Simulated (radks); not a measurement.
**Se⁴⁺ in [Ar] 3d10 4s2: an all-electron calculation**

One table from this session's results is given with a row withheld; the runs are named, their logs left out.

Program: radks (a radial shooting solver on a logarithmic mesh, Libxc functionals) version 1. Level of theory: Dirac Kohn-Sham, BLYP, spin-unpolarised, spherical densities, finite nucleus. These are calculated values, not measurements, unless marked.

### What is computed

| Quantity | Value |
| --- | --- |
| element | selenium (Z = 34) |
| charge | +4 |
| electrons | 30 |
| configuration | [Ar] 3d10 4s2 |
| nuclear rms radius | 4.14 fm |

The outer shells:

Se⁴⁺
```
[Ar] core
3d [↑↓][↑↓][↑↓][↑↓][↑↓]
4s [↑↓]
```

The first run:

Input:

```text
Z 34
configuration [Ar] 3d10 4s2 4p0 5s0
relativity Dirac
functional b88,lyp
spin unpolarised
j_filling average
nucleus finite rms 4.14 fm
c 137.035999084
```

Steps of the session up to this table: Self-consistent calculation.

One of the session's tables, all rows but one given; the rest of the session is left out.

It belongs to the step «Orbitals and density». Sizes of the orbitals, from the radial functions (bohr):

```
level      <r>  outermost maximum (interpolated)  90 % within  nodes
1s1/2  0.04408                            0.0288       0.0788      0
2s1/2   0.1957                             0.165        0.303      1
2p1/2   0.1685                             0.130        0.276      0
2p3/2   0.1723                             0.133        0.281      0
3s1/2   0.5735                             0.502        0.855      2
3p1/2   0.5815                             0.494        0.890      1
3p3/2   0.5919                             0.503        0.906      1
3d3/2   0.6215                             0.450         1.03      0
3d5/2   0.6256                             0.453         1.04      0
4s1/2    1.591                              1.42         2.31      3
4p1/2    1.783                              1.57         2.62      2
4p3/2        ?                                 ?            ?      ?
5s1/2    3.331                              3.23         4.70      4
```

Estimate the missing values for 4p3/2.

The run gave: <r>: 1.806; outermost maximum (interpolated): 1.59; 90 % within: 2.65; nodes: 2. In the column «<r>» it lies between 4p1/2 (1.783) and 5s1/2 (3.331).
